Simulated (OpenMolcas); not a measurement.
# Pt⁵⁺ among point charges: CASSCF and CASPT2 levels and susceptibility

How does a field of 6 point charges split the states of Pt⁵⁺, and what χT follows?

Program: OpenMolcas 26.06. Level of theory: state-averaged CASSCF and CASPT2, spin-orbit coupling by RASSI with atomic mean-field integrals. These are calculated values, not measurements, unless marked.

## (1) The system

```
Species                           : Pt⁵⁺ (platinum, Z = 78, 73 electrons)
Basis                             : ANO-RCC-VTZP [8s7p5d3f1g], 84 functions
Scalar Hamiltonian                : DKH2, point nucleus
Inactive shells                   : 1s 2s 2p 3s 3p 3d 4s 4p 4d 4f 5s 5p
Active space                      : 5 electrons in 5 orbitals (5d)
Some configurations of this space : 5d5
Orbitals                          : optimised for each spin and parity, averaged over all roots
```

The outer shells:

5d5
```
5d [↑ ][↑ ][↑ ][↑ ][↑ ]
```

The ion sits among 6 point charges of -1 e arranged as a trigonal antiprism (D3d), 1.83 Å from the ion, with a polar angle of 59.7° against the regular 54.74°.

Each step is its own input file, run in one work folder so that later steps find the files of earlier ones. Labels, J, g values, rates, χT and fits are worked out afterwards by a script from the matrices that RASSI stores. The input lists half of the charges; inversion (Group=XYZ) makes the rest.

## (2) One- and two-electron integrals

a.inp

```
&GATEWAY
Coord
1

Pt 0.0 0.0 0.0
Basis=ANO-RCC-VTZP
Group=XYZ
NoMove
AngMom=0.0 0.0 0.0
AMFI
XField
3 Angstrom 0
0.000000 1.579398 0.924338 -1.000000
1.367799 -0.789699 0.924338 -1.000000
1.367799 0.789699 -0.924338 -1.000000
&SEWARD
```

Command:

```
$ OMP_NUM_THREADS=1 MOLCAS_MEM=1689 MOLCAS_PROJECT=a pymolcas a.inp > a.log
```

## (3) Reference wave functions, sextets of even parity, 1 root

a.inp

```
&RASSCF
FileOrb=start.orb
Symmetry=1
Spin=6
nActEl=5 0 0
Inactive=15 19
Ras2=5 0
CIRoot=1 1 1
SDav=1
CIMx=300
Iter=120 100
PrWF=0.3
OrbListing=Nothing
MaxOrb=0
>>> COPY $Project.JobIph JOB001
```

start.orb holds the contracted functions of the basis, ordered by shell, or the orbitals of the step before.

## (4) Reference wave functions, quartets of even parity, 24 roots

a.inp

```
&RASSCF
FileOrb=start.orb
Symmetry=1
Spin=4
nActEl=5 0 0
Inactive=15 19
Ras2=5 0
CIRoot=24 24 1
SDav=24
CIMx=300
Iter=120 100
PrWF=0.3
OrbListing=Nothing
MaxOrb=0
>>> COPY $Project.JobIph JOB002
```

## (5) Reference wave functions, doublets of even parity, 75 roots

a.inp

```
&RASSCF
FileOrb=start.orb
Symmetry=1
Spin=2
nActEl=5 0 0
Inactive=15 19
Ras2=5 0
CIRoot=75 75 1
SDav=75
CIMx=300
Iter=120 100
PrWF=0.3
OrbListing=Nothing
MaxOrb=0
>>> COPY $Project.JobIph JOB003
```

## (6) State interaction with spin-orbit coupling

a.inp

```
&RASSI
NrOfJobIphs=3 1 24 75
1
1 2 3 4 5 6 7 8 9 10 11 12 13 14 15 16 17 18 19 20 21 22 23 24
1 2 3 4 5 6 7 8 9 10 11 12 13 14 15 16 17 18 19 20 21 22 23 24 25 26 27
28 29 30 31 32 33 34 35 36 37 38 39 40 41 42 43 44 45 46 47 48 49 50 51
52 53 54 55 56 57 58 59 60 61 62 63 64 65 66 67 68 69 70 71 72 73 74 75
IphNames
JOB001
JOB002
JOB003
EJob
SpinOrbit
DIPRint=1.0
SOCoupling=1000.0
Subsets=2
Property=9
'ANGMOM' 1 'ANGMOM' 2 'ANGMOM' 3 'MLTPL  1' 1 'MLTPL  1' 2 'MLTPL  1' 3
'AMFI' 1 'AMFI' 2 'AMFI' 3
SOProperty=3
'ANGMOM' 1 'ANGMOM' 2 'ANGMOM' 3
```

## (7) CASPT2: IPEA 0.25, imaginary shift 0.1 (closed shells correlated: 5s 5p)

a.inp

```
>>> COPY JOB001 $Project.JobIph
&CASPT2
Multistate=1 1
Frozen=14 16
IPEA=0.25
Imaginary=0.1
MaxIter=60
WThr=0.0 0.3 0.05
PrWF=0.5
NoMix
>>> COPY JOB002 $Project.JobIph
&CASPT2
Multistate=24 1 2 3 4 5 6 7 8 9 10 11 12 13 14 15 16 17 18 19 20 21 22
23 24
NoMult
Frozen=14 16
IPEA=0.25
Imaginary=0.1
MaxIter=60
WThr=0.0 0.3 0.05
PrWF=0.5
NoMix
>>> COPY JOB003 $Project.JobIph
&CASPT2
Multistate=75 1 2 3 4 5 6 7 8 9 10 11 12 13 14 15 16 17 18 19 20 21 22
23 24 25 26 27 28 29 30 31 32 33 34 35 36 37 38 39 40 41 42 43 44 45 46
47 48 49 50 51 52 53 54 55 56 57 58 59 60 61 62 63 64 65 66 67 68 69 70
71 72 73 74 75
NoMult
Frozen=14 16
IPEA=0.25
Imaginary=0.1
MaxIter=60
WThr=0.0 0.3 0.05
PrWF=0.5
NoMix
```

(Steps that only read results are left out.)

What does the calculation give? Wanted: spin-free ground state; lowest level; next level.

As calculated:

| quantity | value |
| --- | --- |
| method | SS-CASPT2, IPEA 0.25, imaginary shift 0.1 (closed shells correlated: 5s 5p) |
| spin-free ground state | 6A1, 1-fold in its orbital part |
| lowest level | 2-fold E1/2, g = 1.30, 5.38, 5.38 |
| next level | 220.6 cm⁻¹ |
| χT at 300 K | 3.73 cm³ K/mol |
| effective moment at 300 K | 5.46 μB |

Cost by method:

| method | time of its own steps | time with the reference |
| --- | --- | --- |
| A. CASSCF | 26 s | 26 s |
| B. SS-CASPT2, IPEA 0.25, imaginary shift 0.1, +5s 5p | 16 s | 42 s |

Times are of one thread on a shared host.

In words: The spin-free ground state (6A1) comes to 100 % from free-ion S terms and keeps the highest spin of the shell. χT at 300 K is 3.73, against 4.39 cm³ K/mol for the spin alone, so spin-orbit coupling lowers it. An active space of the d shell alone favours high spin; real ions in strong fields can be low spin. CASPT2 does not keep the components of a term degenerate, and the means are used. The field of point charges can differ much from that of real complexes. With metal d orbitals alone active, the gaps between spin states are rough; where two lie within a few thousand cm-1, their order is open. This is an electrostatic model: the charges have no orbitals.
